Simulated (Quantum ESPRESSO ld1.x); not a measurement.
# Ag⁴⁺ in [Kr] 4d5 5p2: an all-electron calculation

Aim: the levels, the sizes of the orbitals and the parts of the energy of the silver ion Ag4+.

Method: Dirac Kohn-Sham, RPBE, spin-unpolarised, spherical densities, point nucleus; open shells fill j = l - 1/2 first. Code: Quantum ESPRESSO ld1.x 7.5.

## 1. What is computed

| Quantity | Value |
| --- | --- |
| element | silver (Z = 47) |
| charge | +4 |
| electrons | 43 |
| configuration | [Kr] 4d5 5p2 |

## 2. The calculation

Contents of ld1.in:

```fortran
 &input
    zed=47.0,
    iswitch=1,
    rel=2,
    dft='RPBE',
    config='[Kr] 4d5 5p2',
    rel_dist='energy',
    verbosity='high',
    lsmall=.true.,
    prefix='ld1',
    max_out_wfc=37,
    file_charge='ld1.rho',
 /
```

Q: Predict the outcome of this run.

As calculated:

```
                        quantity                   value
                    total energy        -5311.19 hartree
exchange-correlation share of it                  2.77 %
                            −T/E                  1.0467
          highest occupied level       5p1/2, -39.190 eV
    most extended occupied level  5p1/2, <r> = 2.32 bohr
 radius at density 0.001 e/bohr³               3.75 bohr
    maxima of the radial density                       4
```

**Reading.** The radial density shows 4 maxima for 5 occupied principal shells; where shells overlap, one shows as a shoulder or not at all. −T/E is 1.047: with relativity the kinetic term as defined here no longer equals −E. This is not the tabulated ground configuration, so its levels and sizes aren't those of the ground state, and no measured value stands beside it.
